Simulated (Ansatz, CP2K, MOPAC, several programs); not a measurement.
Energy against volume for antiperovskite Mg3SiO, at fixed shape and fractional coordinates, computed by several methods (PBE and r2SCAN, where shown, with plane waves in Ansatz); the cell shown is that of r2SCAN. The symmetry is Pm-3m (No. 221, cubic); a = 4.184 Å in the conventional setting, 14.65 Å³ an atom. Around Si lie 12 Mg at 2.96 Å; around O lie 6 Mg at 2.09 Å; around Mg lie 2 O at 2.09 Å and 4 Si at 2.96 Å. The calculation is spin-unpolarised, and the structure need not be a phase that has been made. Energies count from each curve's lowest point; fits are third-order Birch-Murnaghan.

```yaml
crystal:
  lattice:
    - [4.18363, 0.00000, 0.00000]
    - [0.00000, 4.18363, 0.00000]
    - [0.00000, 0.00000, 4.18363]
  atoms:
    - { symbol: Si, position: [0.00000, 0.00000, 0.00000] }
    - { symbol: O, position: [0.50000, 0.50000, 0.50000] }
    - { symbol: Mg, position: [0.50000, 0.50000, 0.00000] }
    - { symbol: Mg, position: [0.50000, 0.00000, 0.50000] }
    - { symbol: Mg, position: [0.00000, 0.50000, 0.50000] }
```

**Question.** r2SCAN, on the shape of its own relaxed cell, gives
```csv
V (Å³/atom),E (meV/atom)
13.766,16.60
14.206,3.99
14.645,0.00
15.084,3.44
15.524,13.26
```
What equilibrium volume and bulk modulus follow?

**Answer.** V₀ = 14.65 Å³ an atom and B₀ = 90 GPa.

PBE/DZVP (CP2K), on the shape of the cell shown:

| V (Å³/atom) | E (meV/atom) |
| --- | --- |
| 12.888 | 127.45 |
| 13.766 | 56.76 |
| 14.645 | 12.88 |
| 15.524 | 0.00 |
| 16.402 | 9.54 |

The points scatter about a smooth fit, so no fit is quoted.

PM7 (MOPAC), on the shape of the cell shown, as a cluster of 40 atoms at the zone centre:
```
V (Å³/atom)  E (meV/atom)
     12.888        912.46
     13.766        472.51
     14.645        227.30
     15.524         94.13
     16.402          0.00
```
The lowest point is an end point, so the minimum isn't bracketed.

light PBE (260 eV, its own mesh), on the shape of the cell shown:
```
V (Å³/atom)  E (meV/atom)
     13.473        113.03
     14.059         53.77
     14.645         29.46
     15.231         31.76
     15.817          0.00
     16.402         13.48
```
The points scatter about a smooth fit, as a low cutoff and a light mesh can make them, so no fit is quoted.

PBE, on the shape of its own relaxed cell:
```csv
V (Å³/atom),E (meV/atom)
14.135,15.23
14.586,3.62
15.037,0.00
15.488,3.17
15.939,12.05
```
V₀ = 15.04 Å³ an atom and B₀ = 80 GPa.
